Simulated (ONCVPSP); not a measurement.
# Mn: generating and testing an ONCV potential

Task: generate the file, and judge it by its errors in other configurations, its logarithmic derivatives, its ghosts and its cutoff.

Method: ONCVPSP 4.0.1.1 (patched build), PBE, scalar-relativistic.

**1. Settings**

The settings as typed:

```
element                 : manganese (Mn, Z = 25)
type                    : optimised norm-conserving Vanderbilt (ONCV)
frozen core             : [Ar]
valence charge          : 7
reference configuration : 3d5 4s1.75 4p0.25
partial waves           : 4s: rc 2.40 bohr, ncon 4, nbas 7, qcut 3.3 1/bohr, 2 projectors, debl 2 Ha; 4p: rc 2.30 bohr, ncon 4, nbas 7, qcut 3.8 1/bohr, 2 projectors, debl 1 Ha; 3d: rc 1.20 bohr, ncon 4, nbas 9, qcut 15.7 1/bohr, 1 projector
local potential         : polynomial inside 1.15 bohr (lpopt 4, dvloc0 0 Ha)
core correction         : not asked for
```

**2. Generating the potential**

Mn.dat

```
# ATOM AND REFERENCE CONFIGURATION
# atsym  z   nc   nv     iexc    psfile
  Mn 25.00    5    3        4      upf
#
#   n    l    f
    1    0    2.00
    2    0    2.00
    2    1    6.00
    3    0    2.00
    3    1    6.00
    3    2    5.00
    4    0    1.75
    4    1    0.25
#
# PSEUDOPOTENTIAL AND OPTIMIZATION
# lmax
    2
#
#   l,   rc,      ep,       ncon, nbas, qcut
    0    2.40    0.00    4    7    3.30
    1    2.30    0.00    4    7    3.80
    2    1.20    0.00    4    9   15.70
#
# LOCAL POTENTIAL
# lloc, lpopt,  rc(5),   dvloc0
    4    4    1.15    0.00
#
# VANDERBILT-KLEINMAN-BYLANDER PROJECTORs
# l, nproj, debl
    0    2    2.00
    1    2    1.00
    2    1    3.30
#
# MODEL CORE CHARGE
# icmod, fcfact, rcfact
    0    0.00    0.00
#
# LOG DERIVATIVE ANALYSIS
# epsh1, epsh2, depsh
   -2.00    5.00    0.02
#
# OUTPUT GRID
# rlmax, drl
    6.00    0.01
#
# TEST CONFIGURATIONS
# ncnf
    4
# nvcnf
#   n    l    f
    3
    3    2    5.00
    4    0    2.00
    4    1    0.00
#
    3
    3    2    5.00
    4    0    1.00
    4    1    0.00
#
    3
    3    2    5.00
    4    0    0.00
    4    1    0.00
#
    3
    3    2    5.00
    4    0    1.50
    4    1    0.00
#
```

Run with:

```console
$ oncvpsp.x < Mn.dat > Mn.out
```

What does the calculation give? Wanted: cutoffs for 1 and 0.1 mHa per electron, occupied waves; bound ghosts; GHOST(+) flags; largest test error; largest phase difference near zero energy, channels read.

**Answer**, as computed:

```
                                                quantity                                        value
  cutoffs for 1 and 0.1 mHa per electron, occupied waves                              77 Ha and 89 Ha
                                            bound ghosts                                   none found
                                          GHOST(+) flags                       s at 10 eV, p at 49 eV
                            largest test error (AE − PS)  +3.7 meV, for 3d5 4s1 4p0 (1 test unsolved)
largest phase difference near zero energy, channels read                                    0.192 rad
```

In words: The worst unpolarised test, 3d5 4s1 4p0, is off by 3.7 meV on 7.5 eV; by total energies transferability rates as very good where solved. Of the tests 1 gave no usable energy difference, which is a warning in itself. By its cutoff, 77 Ha for the looser tolerance, it is very hard. At the looser tolerance the 3d wave is the slowest; 4s needs 4 Ha. No bound ghost shows below the valence levels. Of the channels read, s scatters worst near zero energy, by up to 0.19 rad (at the energies tabulated). The pseudo curves have a pole with no partner nearby in the atom's: s at 0.36 Ha. At positive energy that is a spurious or a displaced resonance. The program also flags highly localised states, GHOST(+) (s, p). All of this concerns the isolated atom, not yet a solid.
